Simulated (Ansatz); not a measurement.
Relaxation of a periodic cell of 23 atoms, Ti$_{7}$O$_{16}$ (host TiO2, host structure P4_2/mnm, one Ti atom removed), cell charge -1, to a largest force component of 0.03 eV/Å in at most 60 steps.

Theory: DFT PBE, scalar-relativistic, plane waves, PAW in Ansatz 0.2.0. Settings: PAW set soft_1, cutoff 420 eV, k mesh 2x2x2, gaussian smearing 0.02 eV, spin collinear.

```xyz
23
Lattice="-4.5900 -4.5900 0.0000 4.5900 -4.5900 0.0000 0.0000 0.0000 5.9200" Properties=species:S:1:pos:R:3:forces:R:3
Ti 0.008 -4.591 0.005 -0.12 0.26 1.18
Ti 2.272 -2.274 1.523 -0.03 -0.37 -2.24
O 1.463 -3.097 -0.021 -2.15 -2.15 0.43
O 0.795 -0.792 1.513 3.35 -3.65 -0.69
O -1.509 -6.080 -0.017 2.20 2.15 0.27
O 3.820 -3.792 1.440 -3.15 3.08 0.89
Ti 0.053 -4.555 2.955 0.22 0.20 -1.40
Ti 2.289 -2.288 4.436 -0.11 -0.43 2.08
O 1.521 -3.105 2.971 -3.60 -3.54 -0.23
O 0.748 -0.774 4.471 4.39 -4.50 -0.79
O -1.563 -6.161 2.977 4.25 4.20 -0.25
O 3.795 -3.873 4.441 -3.96 4.03 -0.18
Ti 0.019 0.019 -0.008 -0.27 0.75 1.47
O -3.071 -3.080 -0.011 -1.59 -1.57 -0.01
O 0.807 -5.340 1.467 1.35 -1.52 0.05
O -1.532 -1.498 -0.007 1.57 1.47 0.30
O -0.809 -3.800 1.510 -1.20 0.91 -0.32
Ti 0.054 -0.026 2.952 -0.56 1.07 -0.65
Ti -2.252 -2.294 4.424 -0.11 -0.15 -0.01
O -3.073 -3.132 2.995 -1.81 -1.77 -0.09
O 0.768 -5.347 4.425 3.15 -3.70 0.36
O -1.565 -1.465 2.957 1.86 1.68 -0.32
O -0.714 -3.795 4.419 -3.69 3.53 0.16
```

Problem. Where does it end, and by what steps?

Solution. The forces met the threshold. Limits of this set-up: coarse k mesh, a small cell, in which the defect meets its images, a typed lattice constant that wasn't relaxed here, charged cell in a uniform background, uncorrected. After 15 steps the energy has fallen by 6.144 eV; O14 moved furthest, 0.48 Å.

```tsv
step	energy less start (eV)	largest force component (eV/Å)	accepted
0	0.0000	4.495	yes
1	-4.1343	1.888	yes
2	-5.8679	0.803	yes
3	-5.9335	0.335	yes
4	-6.0401	0.402	yes
5	-5.6237	2.160	no
6	-6.0921	0.258	yes
7	-6.1078	0.300	yes
8	-6.0786	0.515	no
9	-6.1343	0.144	yes
10	-6.1310	0.159	no
11	-6.1405	0.055	yes
12	-6.1404	0.088	no
13	-6.1425	0.034	yes
14	-6.1435	0.034	yes
15	-6.1440	0.029	yes
```

```xyz
23
Lattice="-4.5900 -4.5900 0.0000 4.5900 -4.5900 0.0000 0.0000 0.0000 5.9200" Properties=species:S:1:pos:R:3
Ti -0.006 -4.565 0.082
Ti 2.378 -2.217 1.482
O 1.418 -3.170 0.059
O 0.963 -0.849 1.482
O -1.397 -5.984 -0.027
O 3.743 -3.630 1.478
Ti 0.020 -4.603 2.866
Ti 2.245 -2.348 4.443
O 1.420 -3.175 2.941
O 0.891 -0.948 4.469
O -1.396 -5.992 3.017
O 3.645 -3.701 4.475
Ti -0.147 -0.157 0.029
O -3.319 -3.319 -0.350
O 0.850 -5.480 1.489
O -1.396 -1.401 -0.034
O -0.887 -3.741 1.500
Ti -0.002 -0.003 2.924
Ti -2.194 -2.193 4.337
O -3.269 -3.261 3.206
O 0.946 -5.458 4.468
O -1.306 -1.301 3.014
O -0.873 -3.644 4.466
```

Whether the end is a true minimum wasn't checked by a vibrational analysis.

Time of the run: 3.9 min on 4 threads of Arm Neoverse V2, on a shared host, peak memory 1.1 GiB.
